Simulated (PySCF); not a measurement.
**C₂H₈OSi₂: electronic excitations at several levels of theory**

Aim: compute the electronic excitations of C₂H₈OSi₂ (`C1C[SiH2]O[SiH2]1`) at several levels, and see how far they spread and what each costs.

Computed with PySCF 2.14.0, with density-fitted response routines of our own, on a single molecule in the gas phase. Atoms count from 0, in the outputs and in this text.

## Step 1: The starting structure

13 atoms, charge 0, multiplicity 1; geometry from: GFN2-xTB. The atoms were then displaced at random by about 0.03 Å, so the start is not that level's minimum.

Bonds of the start (Å): C0–C1 1.64, C1–Si2 1.91, Si2–O3 1.79, O3–Si4 1.61, Si4–C0 1.91, C0–H5 1.01, C0–H6 1.07, C1–H7 1.07, C1–H8 1.12, Si2–H9 1.51, Si2–H10 1.40, Si4–H11 1.51, Si4–H12 1.43.

## Step 2: Geometry optimisation at PBE0-D3(BJ)/def2-SVP

What the job is given:

```
{"job": {"xc": "PBE0", "basis": "def2-SVP", "d3": "d3bj", "grid": 1, "shake": 0.03, "kind": "geom"}, "charge": 0, "multiplicity": 1}
C      0.306440    -1.240190     0.343170
C     -1.141630    -0.523240     0.071140
Si    -0.923510     1.374420     0.004330
O      0.830110     1.400870    -0.364520
Si     1.576090    -0.024760    -0.415490
H      0.258660    -2.163030    -0.076620
H      0.430250    -1.260800     1.408790
H     -1.456190    -0.825420    -0.906950
H     -1.857120    -0.823770     0.877970
H     -1.017970     2.023680     1.359660
H     -1.583090     2.060600    -1.024950
H      2.749040     0.190950     0.515290
H      1.850780    -0.240450    -1.805070
```

Launch:

```
> OMP_NUM_THREADS=1 python probes_run.py task.json out
```

One launch serves the whole session: the jobs run in the order shown.

Log:

```text
step   0  E = -734.57252383  max force = 0.091391
step   1  E = -734.60046370  max force = 0.018283
step   2  E = -734.60301999  max force = 0.006253
step   3  E = -734.60333097  max force = 0.001020
step   4  E = -734.60335720  max force = 0.000542
step   5  E = -734.60338682  max force = 0.000930
step   6  E = -734.60341816  max force = 0.001307
step   7  E = -734.60344463  max force = 0.001001
step   8  E = -734.60345541  max force = 0.000336
optimisation converged
```

Run time: 45 s. Hardware: 1 thread of Arm Neoverse V2, shared host; peak memory 0.48 GiB.

Along the way:

```csv
step,energy from step 0 (eV),largest force component (eV/Å)
0,0.0000,4.6995
1,-0.7603,0.9402
2,-0.8298,0.3215
3,-0.8383,0.0525
4,-0.8390,0.0279
5,-0.8398,0.0478
6,-0.8407,0.0672
7,-0.8414,0.0515
8,-0.8417,0.0173
```

Close pairs (by a distance rule), those that changed most:

```csv
bond,before (Å),after (Å),change (Å)
Si2–O3,1.792,1.681,-0.112
C0–C1,1.639,1.545,-0.094
Si2–H10,1.402,1.491,+0.089
C0–H5,1.015,1.101,+0.086
O3–Si4,1.610,1.681,+0.071
Si4–H12,1.433,1.494,+0.061
C1–H7,1.071,1.104,+0.033
C0–H6,1.073,1.104,+0.031
```

The end geometry stands in the next job.

```csv
at the end point,value
point group (found at 0.08 Å tolerance),C2
"rotational constants (GHz, main isotopes)","4.778, 3.126, 2.067"
dipole moment (D),1.91
```

## Step 3: TDDFT and polarisability: PBE0/aug-cc-pVDZ

What the job is given:

```
{"job": {"kind": "uv", "xc": "PBE0", "basis": "aug-cc-pVDZ"}, "charge": 0, "multiplicity": 1}
C      0.283315    -1.131304     0.378979
C     -1.102052    -0.530392     0.052735
Si    -0.889136     1.354571     0.043452
O      0.727452     1.464155    -0.402999
Si     1.574934     0.012271    -0.410062
H      0.369459    -2.182815     0.062719
H      0.455857    -1.118681     1.469463
H     -1.417097    -0.828720    -0.962491
H     -1.886090    -0.884210     0.741349
H     -1.094273     1.976769     1.386927
H     -1.755649     2.052633    -0.949044
H      2.829843     0.132870     0.387506
H      1.925298    -0.368287    -1.811783
```

Level: TDDFT PBE0/aug-cc-pVDZ, vertical, gas phase, core orbitals frozen in the response.

Log:

```text
coarse grid: 11472 points
cycle   1  E = -734.7684965290  dE =  4.185e-01  |g| = 7.582e-01  |ddm| = 8.247e+00
cycle   2  E = -734.5136158345  dE =  2.549e-01  |g| = 1.342e+00  |ddm| = 3.136e+00
cycle   3  E = -734.8821817991  dE = -3.686e-01  |g| = 1.211e-01  |ddm| = 1.993e+00
cycle   4  E = -734.8848908771  dE = -2.709e-03  |g| = 5.893e-02  |ddm| = 3.611e-01
cycle   5  E = -734.8858012230  dE = -9.103e-04  |g| = 8.462e-03  |ddm| = 1.277e-01
cycle   6  E = -734.8858215046  dE = -2.028e-05  |g| = 1.398e-03  |ddm| = 2.452e-02
cycle   7  E = -734.8858220940  dE = -5.894e-07  |g| = 2.605e-04  |ddm| = 4.316e-03
final grid: 100456 points
cycle   8  E = -734.8989481998  dE = -1.076e-05  |g| = 7.309e-03  |ddm| = 1.436e-01
cycle   9  E = -734.8989310886  dE =  1.711e-05  |g| = 1.135e-02  |ddm| = 3.455e-02
cycle  10  E = -734.8989608624  dE = -2.977e-05  |g| = 1.045e-03  |ddm| = 1.959e-02
cycle  11  E = -734.8989610826  dE = -2.202e-07  |g| = 1.602e-04  |ddm| = 1.858e-03
cycle  12  E = -734.8989610895  dE = -6.915e-09  |g| = 2.935e-05  |ddm| = 4.383e-04
cycle  13  E = -734.8989610898  dE = -2.324e-10  |g| = 7.333e-06  |ddm| = 1.108e-04
converged SCF energy = -734.8989610898

Static polarisability (au): isotropic 77.118, principal 69.757 75.309 86.288

Singlet excitations
state   eV       nm        f      main configurations
  1   6.7848    182.7   0.00035   H->L+1 0.76, H->L 0.17
  2   6.9902    177.4   0.00790   H->L 0.76, H->L+1 0.12
  3   7.1445    173.5   0.00262   H-1->L+1 0.72, H-1->L 0.14, H->L+1 0.08
  4   7.2857    170.2   0.01337   H-2->L+1 0.45, H->L+2 0.44
  5   7.3390    168.9   0.05352   H-1->L 0.75, H-1->L+1 0.17
  6   7.4152    167.2   0.01925   H->L+2 0.37, H-2->L 0.37, H-2->L+1 0.18
  7   7.5372    164.5   0.00465   H-2->L 0.54, H-2->L+1 0.24
  8   7.6724    161.6   0.02232   H-1->L+2 0.70, H-2->L+1 0.09
  9   7.7197    160.6   0.00599   H->L+3 0.93
 10   7.7663    159.6   0.05112   H->L+4 0.91

Triplet excitations (Tamm-Dancoff, eV): 6.5004 6.8104 6.8689 6.9639
```

Wall time 28 s (1 thread of Arm Neoverse V2, shared host); peak memory 0.76 GiB.

The orbitals next to the gap, with their largest atomic shares:

```csv
orbital,eV,atoms
HOMO−3,-9.31,"Si2 17 %, Si4 17 %, H10 10 %"
HOMO−2,-8.70,"O3 24 %, C0 22 %, C1 22 %"
HOMO−1,-8.47,"O3 17 %, Si4 15 %, Si2 14 %"
HOMO,-8.16,"O3 22 %, C1 15 %, C0 14 %"
LUMO,-0.17,"H7 13 %, H6 13 %, H5 13 %"
LUMO+1,-0.06,"Si4 33 %, Si2 33 %, O3 7 %"
LUMO+2,0.23,"Si2 23 %, Si4 23 %, C1 9 %"
```

With each of the 10 states as a Gaussian band of 0.4 eV half-width at 1/e, the curve within the window shown has maxima at 165 nm (ε 5,500) L/(mol cm). Beyond the last state computed it falls off for lack of states. The curve at chosen wavelengths:

nm, ε (L/mol/cm) and a bar:
```
      154       1817 ##########
      156       2732 ###############
      158       3681 ####################
      160       4521 ########################
      161       4864 ##########################
      163       5352 #############################
      165       5550 ##############################
      167       5457 #############################
      169       5100 ############################
      171       4531 ########################
      172       4191 #######################
      174       3452 ###################
      176       2707 ###############
      178       2028 ###########
      180       1456 ########
      182       1007 #####
      183        826 ####
      185        544 ###
      187        348 ##
      189        217 #
      191        132 #
      193         78 
      194         60 
      196         34 
      198         19 
      200         10
```

Further results of this job:

```csv
property,computed
dipole moment (D),1.85
polarisability (Å³),11.43
HOMO–LUMO gap (eV),7.99
−ε(HOMO) (eV),8.16
```

## Step 4: Excited states and response: PBE0/def2-TZVPD

Settings changed since step 3:

```diff
@@ -1,2 +1,2 @@
-{"job": {"kind": "uv", "xc": "PBE0", "basis": "aug-cc-pVDZ"}, "charge": 0, "multiplicity": 1}
+{"job": {"kind": "uv", "xc": "PBE0", "basis": "def2-TZVPD"}, "charge": 0, "multiplicity": 1}
 C      0.283315    -1.131304     0.378979
```

Level: TDDFT PBE0/def2-TZVPD, vertical, gas phase, core orbitals frozen in the response.

Log:

```text
coarse grid: 11472 points
cycle   1  E = -734.8640940765  dE =  3.577e-01  |g| = 8.084e-01  |ddm| = 3.365e+00
cycle   2  E = -734.5957825828  dE =  2.683e-01  |g| = 1.414e+00  |ddm| = 1.637e+00
cycle   3  E = -734.9832134805  dE = -3.874e-01  |g| = 1.327e-01  |ddm| = 1.116e+00
cycle   4  E = -734.9860552382  dE = -2.842e-03  |g| = 6.596e-02  |ddm| = 1.510e-01
cycle   5  E = -734.9871256898  dE = -1.070e-03  |g| = 1.005e-02  |ddm| = 6.115e-02
cycle   6  E = -734.9871480582  dE = -2.237e-05  |g| = 1.620e-03  |ddm| = 1.356e-02
cycle   7  E = -734.9871487280  dE = -6.698e-07  |g| = 4.447e-04  |ddm| = 2.925e-03
final grid: 100456 points
cycle   8  E = -734.9820721859  dE = -3.156e-05  |g| = 7.845e-03  |ddm| = 1.783e-01
cycle   9  E = -734.9820538537  dE =  1.833e-05  |g| = 1.219e-02  |ddm| = 1.639e-02
cycle  10  E = -734.9820849310  dE = -3.108e-05  |g| = 1.195e-03  |ddm| = 9.475e-03
cycle  11  E = -734.9820851726  dE = -2.416e-07  |g| = 2.616e-04  |ddm| = 1.051e-03
cycle  12  E = -734.9820851895  dE = -1.689e-08  |g| = 6.716e-05  |ddm| = 3.864e-04
cycle  13  E = -734.9820851905  dE = -1.043e-09  |g| = 1.470e-05  |ddm| = 1.059e-04
cycle  14  E = -734.9820851906  dE = -6.116e-11  |g| = 1.971e-06  |ddm| = 2.727e-05
converged SCF energy = -734.9820851906

Static polarisability (au): isotropic 76.445, principal 69.035 74.894 85.407

Singlet excitations
state   eV       nm        f      main configurations
  1   6.8385    181.3   0.00061   H->L 0.92
  2   7.1293    173.9   0.00242   H-1->L 0.71, H->L+1 0.19
  3   7.2112    171.9   0.00163   H->L+1 0.77, H-1->L 0.19
  4   7.3179    169.4   0.01344   H-2->L 0.57, H->L+2 0.38
  5   7.5143    165.0   0.02246   H->L+2 0.51, H-2->L 0.35
  6   7.5725    163.7   0.05339   H-1->L+1 0.92
  7   7.7120    160.8   0.03208   H-1->L+2 0.56, H-2->L+1 0.21, H-3->L 0.10
  8   7.7609    159.8   0.00021   H-2->L+1 0.73, H-1->L+2 0.15
  9   7.9845    155.3   0.00548   H-2->L+2 0.88
 10   8.0838    153.4   0.01777   H->L+4 0.51, H-3->L 0.20, H->L+5 0.12

Triplet excitations (Tamm-Dancoff, eV): 6.5545 6.8238 6.9475 6.9661
```

Wall time 48 s (1 thread of Arm Neoverse V2, shared host); peak memory 0.92 GiB.

Key values: HOMO -8.20 eV, LUMO -0.03 eV; lowest singlet 6.84 eV.

## Step 5: Ultraviolet spectrum: PBE0/6-31+G*

Settings changed since step 4:

```diff
@@ -1,2 +1,2 @@
-{"job": {"kind": "uv", "xc": "PBE0", "basis": "def2-TZVPD"}, "charge": 0, "multiplicity": 1}
+{"job": {"kind": "uv", "xc": "PBE0", "basis": "6-31+G*"}, "charge": 0, "multiplicity": 1}
 C      0.283315    -1.131304     0.378979
```

With the program's defaults for keys left out, this is: TDDFT PBE0/6-31+G*, vertical, gas phase, core orbitals frozen in the response.

Log:

```text
coarse grid: 11472 points
cycle   1  E = -734.7996612043  dE =  3.831e-01  |g| = 7.452e-01  |ddm| = 3.473e+00
cycle   2  E = -734.5671107001  dE =  2.326e-01  |g| = 1.296e+00  |ddm| = 6.921e+00
cycle   3  E = -734.9112821521  dE = -3.442e-01  |g| = 1.155e-01  |ddm| = 5.935e+00
cycle   4  E = -734.9137753214  dE = -2.493e-03  |g| = 5.459e-02  |ddm| = 2.439e-01
cycle   5  E = -734.9145574948  dE = -7.822e-04  |g| = 6.969e-03  |ddm| = 1.012e-01
cycle   6  E = -734.9145710365  dE = -1.354e-05  |g| = 1.083e-03  |ddm| = 1.536e-02
cycle   7  E = -734.9145713961  dE = -3.596e-07  |g| = 1.718e-04  |ddm| = 2.542e-03
final grid: 100456 points
cycle   8  E = -734.8565575665  dE = -8.465e-06  |g| = 7.385e-03  |ddm| = 3.713e-02
cycle   9  E = -734.8565408772  dE =  1.669e-05  |g| = 1.136e-02  |ddm| = 2.860e-02
cycle  10  E = -734.8565707422  dE = -2.986e-05  |g| = 1.048e-03  |ddm| = 2.122e-02
cycle  11  E = -734.8565709671  dE = -2.249e-07  |g| = 1.203e-04  |ddm| = 2.057e-03
cycle  12  E = -734.8565709709  dE = -3.711e-09  |g| = 3.301e-05  |ddm| = 2.987e-04
cycle  13  E = -734.8565709712  dE = -2.910e-10  |g| = 8.009e-06  |ddm| = 7.014e-05
converged SCF energy = -734.8565709712

Static polarisability (au): isotropic 70.085, principal 64.872 67.288 78.093

Singlet excitations
state   eV       nm        f      main configurations
  1   6.8743    180.4   0.00063   H->L 0.82, H->L+1 0.10
  2   7.1511    173.4   0.00827   H->L+1 0.78, H-1->L 0.10
  3   7.2285    171.5   0.00080   H-1->L 0.73, H->L 0.10
  4   7.3494    168.7   0.01071   H-2->L 0.60, H->L+2 0.32
  5   7.5154    165.0   0.05792   H-1->L+1 0.85, H-1->L 0.09
  6   7.5198    164.9   0.02562   H->L+2 0.56, H-2->L 0.18, H-2->L+1 0.15
  7   7.6766    161.5   0.01388   H-2->L+1 0.76, H-2->L 0.10
  8   7.7809    159.3   0.03001   H-1->L+2 0.71, H-2->L 0.09, H-3->L 0.08
  9   7.9843    155.3   0.00947   H-2->L+2 0.89
 10   8.0529    154.0   0.03001   H->L+4 0.64, H->L+3 0.26

Triplet excitations (Tamm-Dancoff, eV): 6.6135 6.9324 6.9907 7.0197
```

Wall time 13 s (1 thread of Arm Neoverse V2, shared host); peak memory 0.54 GiB.

Key values: HOMO -8.21 eV, LUMO 0.01 eV; lowest singlet 6.87 eV.

## Step 6: Run by run: electronic excitations

Excitations and ground-state properties, with basis size and wall time:

```csv
run,lowest singlet (eV),brightest (eV),f,gap (eV),α (Å³),μ (D),functions,time
PBE0/aug-cc-pVDZ,6.78,7.34,0.054,7.99,11.43,1.85,195,28 s
PBE0/def2-TZVPD,6.84,7.57,0.053,8.17,11.33,1.83,272,48 s
PBE0/6-31+G*,6.87,7.52,0.058,8.22,10.39,2.08,114,13 s
```

## Step 7: Outcome

```
                                quantity                        value
                             point group                           C2
    rotational constants (main isotopes)         4.78, 3.13, 2.07 GHz
       lowest singlet (PBE0/aug-cc-pVDZ)  6.78 eV (183 nm), f = 0.000
brightest single state of those computed  state 5, 7.34 eV, f = 0.054
                          lowest triplet                      6.50 eV
             range of the lowest singlet              6.78 to 6.87 eV
```

In words: Single values in the summary come from the first run of each kind that ended normally (PBE0/aug-cc-pVDZ), which need not be the best level. The start was shaken at random, so part of the energy gained undoes that. Over 8 steps the energy fell by 0.842 eV; of the close pairs, Si2–O3 changed most, 1.792 to 1.681 Å. The first singlet state (HOMO→LUMO+1 0.76, HOMO→LUMO 0.17) lies at 6.78 eV and is dark; of the 10 states computed, the strongest absorption comes from state 5 at 7.34 eV (the last state computed is bright too, and its partners may lie past the list). The lowest triplet lies 0.28 eV below the lowest singlet (triplets in Tamm-Dancoff, singlets in full TDDFT). The lowest singlet runs from 6.78 eV (PBE0/aug-cc-pVDZ) to 6.87 eV (PBE0/6-31+G*), while the orbital gap spans 7.99 to 8.22 eV. The lowest state need not be the same one in every run.
